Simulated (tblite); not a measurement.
# C2H7ClOSi3: the cost of one run

Computed with tblite 0.8.0 and PySCF 2.14.0, with density-fitted response routines of our own, on a single molecule in the gas phase. Atoms are numbered from 0 throughout.

## 1. Starting geometry

14 atoms, charge 0, multiplicity 1; geometry from: force field or distance geometry start.

Bonds of the start (Å): Si0–O1 1.72, O1–Si2 1.75, Si2–C3 1.81, C3–C4 1.22, C4–Si5 1.82, Si5–Cl6 2.11, Si0–H7 1.46, Si0–H8 1.48, Si0–H9 1.47, Si2–H10 1.48, Si2–H11 1.49, Si5–H12 1.45, Si5–H13 1.47.

## 2. Optimising the geometry with GFN2-xTB

What the job is given:

```
{"job": {"kind": "relax", "xc": "GFN2-xTB", "basis": "xTB"}, "charge": 0, "multiplicity": 1}
Si    -3.450900    -0.074200     0.039400
O     -1.873700     0.197300    -0.578600
Si    -0.813800    -0.346400     0.700000
C      0.881900    -0.022200     0.146800
C      2.030700     0.197500    -0.191200
Si     3.749600     0.513500    -0.714400
Cl     5.109100    -0.613300     0.449300
H     -4.423500     0.140000    -1.029100
H     -3.487600    -1.445900     0.591900
H     -3.632500     0.854700     1.164100
H     -1.015800    -1.804400     0.861800
H     -1.116000     0.379000     1.963300
H      3.944100     0.098200    -2.089800
H      4.097700     1.925700    -0.495500
```

Launch:

```sh
> OMP_NUM_THREADS=1 python probes_run.py task.json out
```

The driver reads the jobs from task.json and runs them one after another.

**Question.** How long does this first job take on 1 thread of Arm Neoverse N1, shared host, and how much memory does it need?

About 1.6 s, with a peak of 0.18 GiB.
